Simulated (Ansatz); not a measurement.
# ClH7OSi2: the cost of one run

Method: RHF/def2-SVP, in Ansatz 0.2.0.

## Step 1: The structure to begin with

Bond lengths: Si1–Cl2 2.480 Å, Si1–H3 1.460 Å, Si1–H4 1.459 Å, Si1–H5 1.459 Å, Si1–O6 1.980 Å, O6–Si7 1.680 Å, Si7–H8 1.460 Å, Si7–H9 1.460 Å, Si7–H10 1.460 Å, Cl2–H11 1.530 Å. Angles (14 of 18 angles, heavy atoms first): Cl2–Si1–O6 71.6°, Si1–O6–Si7 125.0°, Si1–Cl2–H11 62.3°, Cl2–Si1–H3 109.5°, Cl2–Si1–H4 109.5°, Cl2–Si1–H5 109.5°, H3–Si1–O6 178.9°, H4–Si1–O6 70.0°, H5–Si1–O6 70.0°, O6–Si7–H8 109.5°, O6–Si7–H9 109.5°, O6–Si7–H10 109.5°, H3–Si1–H4 109.5°, H3–Si1–H5 109.5°.

Structure file:

```xyz
11

Si    0.0000    0.0000    0.0000
Cl    0.0000    0.0000    2.4800
H     1.3768    0.0000   -0.4862
H    -0.6877    1.1914   -0.4862
H    -0.6877   -1.1914   -0.4862
O    -1.8790    0.0000    0.6243
Si   -3.1189   -0.9102   -0.0514
H    -2.6180   -2.2382   -0.3935
H    -4.2110   -1.0354    0.9095
H    -3.6069   -0.2490   -1.2582
H    -1.3553    0.0000    1.7690
```

## Step 2: Pulling towards end A

Springs on the bonds that form and break draw the guess towards this end; the thresholds are loose.

Contents of input.yaml:

```yaml
crystal:
  periodic: [false, false, false]
  atoms:
    - { symbol: Si, position_ang: [0.0, 0.0, 0.0] }
    - { symbol: Cl, position_ang: [0.0, 0.0, 2.48] }
    - { symbol: H, position_ang: [1.3768, 0.0, -0.4862] }
    - { symbol: H, position_ang: [-0.6877, 1.1914, -0.4862] }
    - { symbol: H, position_ang: [-0.6877, -1.1914, -0.4862] }
    - { symbol: O, position_ang: [-1.879, 0.0, 0.6243] }
    - { symbol: Si, position_ang: [-3.1189, -0.9102, -0.0514] }
    - { symbol: H, position_ang: [-2.618, -2.2382, -0.3935] }
    - { symbol: H, position_ang: [-4.211, -1.0354, 0.9095] }
    - { symbol: H, position_ang: [-3.6069, -0.249, -1.2582] }
    - { symbol: H, position_ang: [-1.3553, 0.0, 1.769] }
basis:
  gaussian: { orbitals: def2-SVP }
hamiltonian:
  xc: hf
relax:
  f_tol: 0.15
  max_steps: 25
  restrain:
    - { distance: [0, 5], at: 2.88, k: 30.0 }
    - { distance: [10, 1], at: 2.57, k: 30.0 }
    - { distance: [0, 1], at: 2.13, k: 30.0 }
    - { distance: [10, 5], at: 1.01, k: 30.0 }
```

Started as:

```console
> ansatz run input.yaml --threads 2 --pin off --max-ram 3072MiB --backend cpu --events-out ev --progress --plain --runs-dir out
```

**Question.** How long does this run take on 2 threads of Arm Neoverse V1, shared host, and how much memory does it need?

About 14 s, with a peak of 0.21 GiB.
